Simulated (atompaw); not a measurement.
**In: generating and testing a PAW (atompaw) potential**

Aim: build the potential from the settings below, then test how well it stands in for the atom: scattering, ghost states and the plane-wave cutoff that it needs.

Program: atompaw 4.2.0.5. Reference atom: PBE, scalar-relativistic, spherical and spin-unpolarised. All values are calculated.

## (1) The atom and the settings

Typed settings, in words:

```json
{
 "element": "indium (In, Z = 49)",
 "type": "PAW",
 "frozen core": "[Kr]",
 "valence charge": "13",
 "reference configuration": "4d10 5s2 5p1",
 "partial waves": "5s (bound): rc 2.40 bohr; 5s channel at 2.6 Ry: rc 2.40 bohr; 5p (bound): rc 2.40 bohr; 5p channel at 2.05 Ry: rc 2.40 bohr; 4d (bound): rc 1.25 bohr; 4d channel at -0.6 Ry: rc 1.25 bohr",
 "local potential": "bessel scheme, radius 2.15 bohr",
 "core correction": "smooth core density matched at 1.20 bohr",
 "augmentation charge": "sinc compensation charge, radius 1.75 bohr; PAW radius 2.40 bohr; waves and projectors: custom rrkj vanderbiltortho"
}
```

The nodes and maxima of the atom's own shells, from an earlier all-electron run, set the scale for the radii.

All-electron outer shells of the reference configuration (PBE, scalar-relativistic, ld1.x):

| shell | level (eV) | outermost node (bohr) | outermost maximum (bohr) |
| --- | --- | --- | --- |
| 4s | -119.66 | 0.41 | 0.77 |
| 4p | -78.13 | 0.42 | 0.82 |
| 4d | -18.62 | 0.40 | 0.94 |
| 5s | -8.21 | 1.02 | 2.16 |
| 5p | -2.52 | 1.14 | 2.85 |

## (2) Generation

The input, In.input:

```
In 49
GGA-PBE scalarrelativistic loggrid 1500 logderivrange -3 5 201
5 5 4 0 0 0
5 1 1
0 0 0
c
c
c
c
v
c
c
c
v
c
v
2
2.40 1.75 2.15 1.20
y
2.6
n
y
2.05
n
y
-0.6
n
custom rrkj vanderbiltortho sinc
bessel
2.40
2.40
2.40
2.40
1.25
1.25
PWSCFOUT
UPFDX 0.0125d0 UPFXMIN -7.d0 UPFZMESH 49.d0
END
```

The run is started by

```console
$ atompaw < In.input > In.log
```

**Question.** What will these runs give? Wanted: cutoffs for 10 and 1 mRy, occupied levels; bound ghosts; largest phase difference near zero energy, channels read; lowest eigenvalue of the overlap; share of valence orbitals outside the PAW sphere; UPF file.

The runs gave:

| quantity | value |
| --- | --- |
| cutoffs for 10 and 1 mRy, occupied levels | 90 Ry and 160 Ry |
| bound ghosts | none found |
| largest phase difference near zero energy, channels read | 0.001 rad |
| lowest eigenvalue of the overlap (Bessel basis) | 0.567 (p) |
| share of valence orbitals outside the PAW sphere | 5s 52 %, 5p 80 %, 4d 3 % |
| UPF file | written |

In words: By its cutoff, 90 Ry for the looser tolerance, it is hard. The slowest level is 4d: taken alone it needs 90 Ry to come within 1 mRy, against 6 Ry or less for 5s. The program's ghost test flags no bound state. Near zero energy the phases of the channels with partial waves agree within 0.001 rad. These are tests on the free atom; a crystal test is still owed.
